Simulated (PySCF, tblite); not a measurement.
# C₅H₁₄GeO: geometry, infrared bands, NMR shifts, electronic excitations and core binding energies

What infrared bands, NMR shifts, electronic excitations and core binding energies should C₅H₁₄GeO (`CC(C)CC[O][GeH3]`) show?

Computed with tblite 0.8.0 and PySCF 2.14.0, with density-fitted response routines of our own, on a single molecule in the gas phase. Atoms count from 0, in the outputs and in this text.

### Step 1. The starting structure

21 atoms, charge 0, multiplicity 1; geometry from: force field or distance geometry start.

Bonds of the start (Å): C0–C1 1.48, C1–C2 1.51, C1–C3 1.47, C3–C4 1.48, C4–O5 1.41, O5–Ge6 1.81, C0–H7 1.12, C0–H8 1.09, C0–H9 1.14, C1–H10 1.13, C2–H11 1.12, C2–H12 1.09, C2–H13 1.09, C3–H14 1.13, C3–H15 1.10, C4–H16 1.09, C4–H17 1.13, Ge6–H18 1.55, Ge6–H19 1.56, Ge6–H20 1.57.

### Step 2. Optimising the geometry with GFN2-xTB

What the job is given:

```
{"job": {"kind": "relax", "xc": "GFN2-xTB", "basis": "xTB"}, "charge": 0, "multiplicity": 1}
C     -1.609900    -0.464300     1.186100
C     -1.245500    -0.202400    -0.224900
C     -2.494300     0.217100    -0.963700
C     -0.193700     0.778500    -0.537800
C      1.168600     0.573500     0.008600
O      1.708500    -0.646400    -0.459400
Ge     3.359300    -0.724500     0.271100
H     -1.415000    -1.535300     1.449300
H     -1.241400     0.210300     1.952700
H     -2.744700    -0.389100     1.262300
H     -0.935000    -1.199100    -0.659600
H     -2.147700     0.741800    -1.885200
H     -3.009200    -0.687400    -1.284600
H     -3.113700     0.903200    -0.377900
H     -0.555900     1.792400    -0.181600
H     -0.117800     0.886000    -1.631500
H      1.308100     0.593800     1.090600
H      1.829400     1.349900    -0.471000
H      4.418800    -1.105000    -0.791100
H      3.326300    -1.775600     1.420300
H      3.696000     0.699600     0.826700
```

Run with:

```sh
$ OMP_NUM_THREADS=1 python probes_run.py task.json out
```

One launch serves the whole session: the jobs run in the order shown.

The log of the run:

```text
step      E/eV     max force
  0    -647.93897    2.999
  1    -648.26173    0.824
  2    -648.34738    0.613
  3    -648.46201    0.855
  4    -648.51634    0.586
  5    -648.55094    0.444
  6    -648.57874    0.385
  7    -648.60861    0.488
  8    -648.63575    0.397
  9    -648.65393    0.325
 10    -648.66871    0.359
 11    -648.68868    0.437
 12    -648.71801    0.489
 13    -648.75276    0.476
 14    -648.78344    0.377
 15    -648.80389    0.298
 16    -648.81589    0.240
 17    -648.82635    0.235
 18    -648.83619    0.215
 19    -648.84446    0.206
 20    -648.85315    0.222
 21    -648.86368    0.241
 22    -648.87578    0.264
 23    -648.88793    0.256
 24    -648.89948    0.247
 25    -648.91077    0.237
 26    -648.92115    0.212
 27    -648.92935    0.223
 28    -648.93580    0.217
 29    -648.94214    0.205
 30    -648.94853    0.168
 31    -648.95380    0.155
 32    -648.95764    0.174
 33    -648.96123    0.160
 34    -648.96604    0.182
 35    -648.97748    0.193
 36    -648.98246    0.150
 37    -648.98723    0.143
 38    -648.99068    0.152
 39    -648.99576    0.158
 40    -649.00162    0.164
 41    -649.00740    0.155
 42    -649.01301    0.161
 43    -649.01998    0.212
 44    -649.02237    0.365
 45    -649.03449    0.269
 46    -649.04117    0.209
 47    -649.05047    0.164
 48    -649.05359    0.158
 49    -649.06124    0.196
 50    -649.06530    0.180
 51    -649.06776    0.167
 52    -649.06964    0.126
 53    -649.07132    0.093
 54    -649.07498    0.119
 55    -649.07635    0.105
 56    -649.07879    0.094
 57    -649.08024    0.080
 58    -649.08199    0.118
 59    -649.08417    0.150
 60    -649.08677    0.135
 61    -649.08793    0.185
 62    -649.09037    0.128
 63    -649.09203    0.089
 64    -649.09510    0.072
 65    -649.09641    0.070
 66    -649.09816    0.070
 67    -649.09910    0.062
 68    -649.09985    0.048
 69    -649.10047    0.071
 70    -649.10104    0.051
 71    -649.10178    0.073
 72    -649.10256    0.075
 73    -649.10357    0.064
 74    -649.10439    0.069
 75    -649.10565    0.060
 76    -649.10657    0.058
 77    -649.10731    0.056
 78    -649.10804    0.061
 79    -649.10891    0.064
 80    -649.10976    0.051
 81    -649.11036    0.044
 82    -649.11077    0.044
 83    -649.11107    0.045
 84    -649.11133    0.038
 85    -649.11158    0.036
 86    -649.11179    0.033
 87    -649.11201    0.037
 88    -649.11229    0.039
 89    -649.11260    0.034
 90    -649.11286    0.033
 91    -649.11305    0.032
 92    -649.11322    0.026
 93    -649.11343    0.035
 94    -649.11371    0.040
 95    -649.11400    0.037
 96    -649.11424    0.029
 97    -649.11446    0.034
 98    -649.11471    0.047
 99    -649.11503    0.051
100    -649.11539    0.042
101    -649.11571    0.041
102    -649.11598    0.041
103    -649.11624    0.042
104    -649.11651    0.040
105    -649.11673    0.028
106    -649.11687    0.024
107    -649.11696    0.020
108    -649.11704    0.021
109    -649.11713    0.019
110    -649.11722    0.019
111    -649.11729    0.016
112    -649.11733    0.012
113    -649.11736    0.012
114    -649.11739    0.013
115    -649.11742    0.014
116    -649.11745    0.013
117    -649.11748    0.010
```

Run time: 1.4 s. Hardware: 1 thread of Arm Neoverse N1, shared host; peak memory 0.18 GiB.

Along the way: (not every step is listed)

```csv
step,energy from step 0 (eV),largest force (eV/Å)
0,0.0000,2.9988
1,-0.3228,0.8243
2,-0.4084,0.6134
3,-0.5230,0.8552
4,-0.5774,0.5864
5,-0.6120,0.4440
6,-0.6398,0.3845
7,-0.6696,0.4884
8,-0.6968,0.3972
18,-0.8972,0.2149
28,-0.9968,0.2169
38,-1.0517,0.1524
48,-1.1146,0.1582
58,-1.1430,0.1177
68,-1.1609,0.0481
78,-1.1691,0.0610
88,-1.1733,0.0394
98,-1.1757,0.0465
108,-1.1781,0.0209
112,-1.1784,0.0124
113,-1.1784,0.0122
114,-1.1784,0.0135
115,-1.1784,0.0142
116,-1.1785,0.0135
117,-1.1785,0.0099
```

Close pairs (by a distance rule), those that changed most:

| bond | before (Å) | after (Å) | change (Å) |
| --- | --- | --- | --- |
| O5–Ge6 | 1.807 | 1.740 | -0.067 |
| Ge6–H18 | 1.548 | 1.487 | -0.061 |
| C1–C3 | 1.472 | 1.533 | +0.061 |
| Ge6–H20 | 1.565 | 1.506 | -0.059 |
| Ge6–H19 | 1.558 | 1.506 | -0.052 |
| C0–H9 | 1.140 | 1.088 | -0.052 |
| C0–C1 | 1.481 | 1.527 | +0.046 |
| C3–C4 | 1.482 | 1.526 | +0.044 |

The final coordinates are the input of the step that follows.

### Step 3. Harmonic vibrations with GFN2-xTB

What the job is given:

```
{"job": {"kind": "ir", "xc": "GFN2-xTB", "basis": "xTB"}, "charge": 0, "multiplicity": 1}
C     -1.572536    -0.449996     1.164492
C     -1.127582    -0.166724    -0.268255
C     -2.349910    -0.000241    -1.168827
C     -0.246195     1.084271    -0.357506
C      1.134732     0.908515     0.267763
O      1.851441    -0.075753    -0.451789
Ge     3.239972    -0.964880     0.103781
H     -0.720583    -0.644429     1.811191
H     -2.125275     0.397913     1.565630
H     -2.219966    -1.324045     1.190948
H     -0.540159    -1.016763    -0.629058
H     -2.049623     0.146882    -2.203806
H     -2.984632    -0.882038    -1.117922
H     -2.936287     0.861679    -0.855797
H     -0.744179     1.924430     0.131771
H     -0.102053     1.336385    -1.409971
H      1.042904     0.628482     1.323641
H      1.676204     1.862005     0.221613
H      3.409090    -1.921437    -1.021573
H      2.927830    -1.630402     1.417736
H      4.427889    -0.056910     0.285465
```

The log of the run:

```text
mode    cm-1     km/mol
  1     -10.7      1.00
  2      25.3      0.53
  3      86.7      1.18
  4     143.5      1.35
  5     153.6      2.35
  6     197.0      0.19
  7     220.2      0.60
  8     254.7      1.09
  9     298.0      6.06
 10     377.2      0.81
 11     416.9      6.13
 12     476.0     12.22
 13     561.2     83.18
 14     566.8    103.41
 15     627.3    134.46
 16     752.4    283.25
 17     789.8    171.04
 18     813.5      3.59
 19     838.1    174.28
 20     884.0     13.13
 21     947.9      3.14
 22     955.0      0.35
 23     981.3      1.57
 24    1003.3     41.69
 25    1027.2      7.15
 26    1094.6     64.23
 27    1149.6     28.54
 28    1157.2      6.74
 29    1185.3     15.35
 30    1218.6      3.54
 31    1249.6      0.36
 32    1301.0      1.56
 33    1332.3      4.11
 34    1346.6     14.31
 35    1360.4      1.95
 36    1409.1      3.81
 37    1421.8      1.93
 38    1465.2      0.96
 39    1485.4      0.20
 40    1497.1      0.46
 41    1502.9      1.13
 42    1507.2      1.79
 43    1514.2      3.71
 44    1916.3    134.88
 45    1968.9    545.59
 46    2105.1    379.14
 47    2875.0     62.62
 48    2903.2     48.87
 49    2948.2     14.19
 50    2970.5     57.30
 51    2985.0     30.63
 52    3020.0      7.35
 53    3026.2     77.44
 54    3027.4     31.90
 55    3033.7     68.53
 56    3038.2     40.62
 57    3039.9     37.56
```

It took 1.3 s on 1 thread of Arm Neoverse N1, shared host; peak memory 0.18 GiB.

The strongest bands and the atoms that carry them (share of the mass-weighted mode):

```csv
cm⁻¹,km/mol,atoms
567,103.4,"H20 44 %, H19 40 %"
627,134.5,"O5 37 %, H18 28 %"
752,283.2,"H18 41 %, H19 34 %, H20 20 %"
790,171.0,"H18 58 %, H20 23 %, H19 16 %"
838,174.3,"H20 49 %, H19 46 %"
1916,134.9,"H20 50 %, H19 44 %"
1969,545.6,"H19 52 %, H20 46 %"
2105,379.1,H18 93 %
```

### Step 4. Optimising the geometry at PBE0-D3(BJ)/def2-SVP

What the job is given:

```
{"job": {"xc": "PBE0", "basis": "def2-SVP", "d3": "d3bj", "grid": 1, "shake": 0.01, "kind": "geom"}, "charge": 0, "multiplicity": 1}
C     -1.552130    -0.475550     1.168670
C     -1.133260    -0.171250    -0.270410
C     -2.370110    -0.002560    -1.177480
C     -0.212970     1.086530    -0.361030
C      1.131920     0.901830     0.257210
O      1.847530    -0.070930    -0.454170
Ge     3.249550    -0.966880     0.104020
H     -0.705120    -0.638980     1.806140
H     -2.127100     0.403320     1.584980
H     -2.222660    -1.326480     1.200970
H     -0.549020    -1.019680    -0.620230
H     -2.043820     0.147800    -2.197100
H     -3.012910    -0.871820    -1.127520
H     -2.952970     0.864440    -0.848790
H     -0.748630     1.913670     0.132030
H     -0.102580     1.350440    -1.402500
H      1.044840     0.639600     1.321590
H      1.666950     1.867850     0.227440
H      3.406940    -1.929270    -1.019280
H      2.902890    -1.623500     1.422650
H      4.411500    -0.056300     0.275820
```

The log of the run:

```text
step   0  E = -2350.15062703  max force = 0.030903
step   1  E = -2350.15747402  max force = 0.009512
step   2  E = -2350.15813124  max force = 0.001558
step   3  E = -2350.15820561  max force = 0.000932
step   4  E = -2350.15832861  max force = 0.002635
step   5  E = -2350.15836688  max force = 0.002246
step   6  E = -2350.15840214  max force = 0.001690
step   7  E = -2350.15842798  max force = 0.000561
step   8  E = -2350.15843564  max force = 0.000494
step   9  E = -2350.15844258  max force = 0.000617
step  10  E = -2350.15844415  max force = 0.000559
step  11  E = -2350.15844368  max force = 0.000447
optimisation converged
```

It took 6.5 min on 1 thread of Arm Neoverse N1, shared host; peak memory 0.81 GiB.

Relaxation path:

```csv
step,energy from step 0 (eV),largest force component (eV/Å)
0,0.0000,1.5891
1,-0.1863,0.4891
2,-0.2042,0.0801
3,-0.2062,0.0479
4,-0.2096,0.1355
5,-0.2106,0.1155
6,-0.2116,0.0869
7,-0.2123,0.0288
8,-0.2125,0.0254
9,-0.2127,0.0317
10,-0.2127,0.0287
11,-0.2127,0.0230
```

Distances of close pairs at the start and the end, largest changes first:

```csv
bond,before (Å),after (Å),change (Å)
Ge6–H20,1.486,1.543,+0.057
Ge6–H18,1.488,1.532,+0.045
C1–C3,1.561,1.530,-0.032
Ge6–H19,1.513,1.544,+0.030
C0–H7,1.073,1.100,+0.028
O5–Ge6,1.755,1.782,+0.027
C0–H8,1.130,1.104,-0.026
C3–C4,1.492,1.516,+0.024
```

The next job starts from the end point, and lists it.

| at the end point | value |
| --- | --- |
| point group (found at 0.08 Å tolerance) | C1 |
| rotational constants (GHz, main isotopes) | 4.490, 0.597, 0.578 |
| dipole moment (D) | 1.06 |

### Step 5. NMR shieldings: PBE0/pcSseg-1

What the job is given:

```
{"job": {"kind": "nmr", "xc": "PBE0", "basis": "pcSseg-1"}, "charge": 0, "multiplicity": 1}
C     -1.903869    -0.524327     1.435115
C     -1.554235    -0.061823     0.025114
C     -2.808482     0.313989    -0.754719
C     -0.556937     1.097932     0.020689
C      0.773546     0.795328     0.681264
O      1.357272    -0.322866     0.062124
Ge     2.868906    -1.013798     0.703994
H     -1.021492    -0.896251     1.977344
H     -2.342508     0.298039     2.026012
H     -2.639956    -1.342853     1.409666
H     -1.061871    -0.902117    -0.494177
H     -2.566280     0.618580    -1.785017
H     -3.514365    -0.529361    -0.811154
H     -3.335133     1.156101    -0.274180
H     -1.001299     1.976593     0.523576
H     -0.363024     1.397195    -1.023418
H      0.625934     0.615677     1.766149
H      1.432050     1.683714     0.598351
H      3.165364    -2.214663    -0.200703
H      2.642728    -1.438688     2.170568
H      3.986536     0.047760     0.631002
```

With the program's defaults for keys left out, this is: GIAO PBE0/pcSseg-1 NMR shielding, non-relativistic, gas phase.

The log of the run:

```text
coarse grid: 73104 points
cycle   1  E = -2350.1954143979  dE = -2.036e-01  |g| = 1.126e+00  |ddm| = 3.906e+00
cycle   2  E = -2349.9093318862  dE =  2.861e-01  |g| = 1.630e+00  |ddm| = 1.966e+00
cycle   3  E = -2350.3322742073  dE = -4.229e-01  |g| = 3.064e-01  |ddm| = 1.544e+00
cycle   4  E = -2350.3483539278  dE = -1.608e-02  |g| = 7.264e-02  |ddm| = 2.561e-01
cycle   5  E = -2350.3490638543  dE = -7.099e-04  |g| = 1.213e-02  |ddm| = 6.396e-02
cycle   6  E = -2350.3490923108  dE = -2.846e-05  |g| = 4.553e-03  |ddm| = 1.477e-02
cycle   7  E = -2350.3490969250  dE = -4.614e-06  |g| = 6.560e-04  |ddm| = 4.075e-03
final grid: 155496 points
cycle   8  E = -2350.3491660117  dE = -8.628e-08  |g| = 7.400e-04  |ddm| = 2.875e-03
cycle   9  E = -2350.3491659308  dE =  8.094e-08  |g| = 9.799e-04  |ddm| = 1.517e-03
cycle  10  E = -2350.3491661322  dE = -2.015e-07  |g| = 1.268e-04  |ddm| = 8.712e-04
cycle  11  E = -2350.3491661350  dE = -2.766e-09  |g| = 2.217e-05  |ddm| = 9.616e-05
cycle  12  E = -2350.3491661351  dE = -8.913e-11  |g| = 3.690e-06  |ddm| = 2.385e-05
converged SCF energy = -2350.3491661351

GIAO shielding tensors (ppm)
atom      isotropic    diamagn.    paramagn.     s11        s22        s33       span
  0 C      164.234     247.900     -83.667    149.231    158.860    184.610     35.379
  1 C      160.892     245.214     -84.321    152.933    162.981    166.764     13.831
  2 C      158.720     245.635     -86.915    139.527    150.333    186.301     46.774
  3 C      141.068     249.314    -108.246    124.725    140.428    158.052     33.327
  4 C      118.357     244.783    -126.425     89.232    101.273    164.567     75.335
  5 O      322.104     404.490     -82.387    296.957    322.445    346.909     49.952
  6 Ge    1403.994    2755.612   -1351.618   1276.370   1291.810   1643.802    367.432
  7 H       29.929      31.811      -1.883     24.195     30.060     35.530     11.335
  8 H       31.039      30.536       0.503     28.055     28.140     36.921      8.866
  9 H       30.382      29.926       0.456     26.323     27.769     37.056     10.732
 10 H       29.351      33.361      -4.010     24.693     29.384     33.976      9.282
 11 H       30.265      29.469       0.796     25.731     28.052     37.014     11.283
 12 H       30.174      28.637       1.537     25.819     27.605     37.097     11.278
 13 H       30.628      29.114       1.514     27.294     28.384     36.206      8.911
 14 H       30.624      32.580      -1.955     26.667     29.849     35.356      8.688
 15 H       29.509      32.925      -3.416     24.667     29.540     34.320      9.653
 16 H       27.677      32.249      -4.572     23.183     28.494     31.354      8.170
 17 H       27.636      30.622      -2.986     21.930     28.205     32.773     10.843
 18 H       26.348      28.261      -1.913     19.788     22.239     37.018     17.230
 19 H       26.341      28.081      -1.740     19.894     22.948     36.181     16.287
 20 H       26.308      27.585      -1.276     20.061     22.045     36.818     16.758
```

It took 81 s on 1 thread of Arm Neoverse N1, shared host; peak memory 1 GiB.

Shifts follow as δ = σ(reference) − σ, with reference shieldings (ppm) from runs at the same level and on the same kind of geometry: ¹H TMS 31.27, ¹³C TMS 184.4, ¹⁷O H2O 334.6, ⁷³Ge GeMe4 1330. The references are single molecules in the gas phase, so shifts against H2O, NH3, PH3, H3PO4 or CFCl3 are not on the usual liquid scales and can be off by tens of ppm. Atoms listed in one row are averaged.

```csv
atoms,environment,σ (ppm),δ (ppm)
C4,sp3 CH2 bonded to O,118.4,66.1
C3,sp3 CH2,141.1,43.3
C1,sp3 CH,160.9,23.5
"C0, C2",methyl carbon,161.5,22.9
"H18, H19, H20",hydrogen on a germanium bonded to O,26.33,4.93
"H16, H17",hydrogen on an sp3 CH2 bonded to O,27.66,3.61
H10,hydrogen on an sp3 CH,29.35,1.92
"H14, H15",hydrogen on an sp3 CH2,30.07,1.20
"H7, H8, H9, H11, H12, H13",hydrogen on a methyl carbon,30.40,0.86
O5,"oxygen bonded to C, Ge",322.1,12.5
Ge6,"germanium bonded to O, 3 H",1404,-74
```

Charges from the same density, by scheme (e):

```
 atoms  Mulliken    IAO  Hirshfeld  ESP fit
C0, C2     -0.23  -0.41      -0.12    -0.58
    C1     -0.37  -0.09      -0.02     0.62
    C3     -0.20  -0.25      -0.07    -0.42
    C4      0.08  -0.04       0.00     0.21
    O5     -0.72  -0.61      -0.23    -0.40
   Ge6      0.50   0.71       0.39     0.36
```

Mayer bond orders: C0–C1 1.02, C1–C2 1.04, C1–C3 1.00, C3–C4 1.07, C4–O5 0.90, O5–Ge6 0.82.

### Step 6. Ultraviolet spectrum: wB97X-D/def2-SVPD

The job, as its differences from that of step 5:

```diff
@@ -1,2 +1,2 @@
-{"job": {"kind": "nmr", "xc": "PBE0", "basis": "pcSseg-1"}, "charge": 0, "multiplicity": 1}
+{"job": {"kind": "uv", "xc": "wB97X-D", "basis": "def2-SVPD", "ip": true}, "charge": 0, "multiplicity": 1}
 C     -1.903869    -0.524327     1.435115
```

With the program's defaults for keys left out, this is: TDDFT wB97X-D/def2-SVPD, vertical, gas phase, core orbitals frozen in the response.

The log of the run:

```text
coarse grid: 73104 points
cycle   1  E = -2350.6139715140  dE = -1.802e-02  |g| = 7.766e-01  |ddm| = 6.340e+00
cycle   2  E = -2350.5483798495  dE =  6.559e-02  |g| = 1.014e+00  |ddm| = 2.266e+00
cycle   3  E = -2350.7261223164  dE = -1.777e-01  |g| = 8.115e-02  |ddm| = 1.273e+00
cycle   4  E = -2350.7272467981  dE = -1.124e-03  |g| = 3.931e-02  |ddm| = 1.745e-01
cycle   5  E = -2350.7274986047  dE = -2.518e-04  |g| = 4.651e-03  |ddm| = 6.056e-02
cycle   6  E = -2350.7275031518  dE = -4.547e-06  |g| = 1.461e-03  |ddm| = 1.511e-02
final grid: 155496 points
cycle   7  E = -2350.7266030314  dE = -2.007e-06  |g| = 1.390e-03  |ddm| = 1.848e-02
cycle   8  E = -2350.7266031725  dE = -1.411e-07  |g| = 1.203e-03  |ddm| = 4.476e-03
cycle   9  E = -2350.7266033890  dE = -2.165e-07  |g| = 8.439e-05  |ddm| = 1.742e-03
cycle  10  E = -2350.7266033906  dE = -1.543e-09  |g| = 4.900e-05  |ddm| = 3.255e-04
cycle  11  E = -2350.7266033911  dE = -5.375e-10  |g| = 1.373e-05  |ddm| = 1.447e-04
converged SCF energy = -2350.7266033911

Static polarisability (au): isotropic 97.223, principal 88.764 91.844 111.061

Singlet excitations
state   eV       nm        f      main configurations
  1   6.7208    184.5   0.00006   H->L 0.79, H->L+1 0.12
  2   7.5261    164.7   0.05038   H->L+1 0.81, H->L 0.09
  3   7.6790    161.5   0.04446   H-1->L 0.65, H-1->L+1 0.14, H-4->L 0.10
  4   8.0570    153.9   0.00047   H->L+3 0.64, H->L+4 0.12, H->L+2 0.12
  5   8.3693    148.1   0.02535   H-1->L+1 0.46, H->L+4 0.23
  6   8.4324    147.0   0.00348   H->L+2 0.21, H->L+3 0.16, H->L+6 0.09
  7   8.5648    144.8   0.00704   H-5->L 0.22, H->L+4 0.19, H-4->L 0.19
  8   8.6569    143.2   0.01945   H-6->L 0.22, H-3->L 0.15, H-5->L 0.14
  9   8.7691    141.4   0.17230   H->L+6 0.15, H->L+4 0.14, H-1->L 0.11
 10   8.8955    139.4   0.01915   H->L+5 0.43, H->L+6 0.23, H->L+9 0.09

Triplet excitations (Tamm-Dancoff, eV): 6.4298 7.2712 7.3213 7.9544
Vertical ionisation energy (delta-SCF) = 9.7530 eV
```

Run time: 15 min. Hardware: 1 thread of Arm Neoverse N1, shared host; peak memory 1.3 GiB.

The orbitals next to the gap, with their largest atomic shares:

| orbital | eV | atoms |
| --- | --- | --- |
| HOMO−3 | -10.92 | C3 19 %, C1 19 %, C0 17 % |
| HOMO−2 | -10.77 | C1 26 %, H10 16 %, C3 11 % |
| HOMO−1 | -10.25 | O5 38 %, C4 14 %, C3 12 % |
| HOMO | -9.59 | O5 52 %, C4 14 %, H17 7 % |
| LUMO | 1.79 | Ge6 41 %, H19 12 %, H20 11 % |
| LUMO+1 | 1.84 | Ge6 55 %, H18 10 %, H19 10 % |
| LUMO+2 | 2.63 | C2 18 %, C0 11 %, Ge6 8 % |

With each of the 10 states as a Gaussian band of 0.4 eV half-width at 1/e, the curve within the window shown has maxima at 163 nm (ε 3,700), 142 nm (ε 9,100) L/(mol cm). Beyond the last state computed it falls off for lack of states. The curve at chosen wavelengths:

| nm | ε (L/mol/cm) |
| --- | --- |
| 135 | 2851 |
| 138 | 6377 |
| 140 | 8367 |
| 143 | 8932 |
| 146 | 6809 |
| 148 | 4958 |
| 151 | 2884 |
| 154 | 2167 |
| 156 | 2341 |
| 159 | 3082 |
| 162 | 3678 |
| 164 | 3710 |
| 167 | 3164 |
| 170 | 2221 |
| 173 | 1305 |
| 175 | 837 |
| 178 | 380 |
| 181 | 152 |
| 183 | 78 |
| 186 | 27 |
| 189 | 9 |
| 191 | 5 |
| 194 | 2 |
| 197 | 1 |
| 199 | 1 |
| 202 | 0 |

Further results of this job:

```
           property  computed
  dipole moment (D)      1.05
polarisability (Å³)     14.41
 HOMO–LUMO gap (eV)     11.39
      −ε(HOMO) (eV)      9.59
```

[end of part 1 of 2]
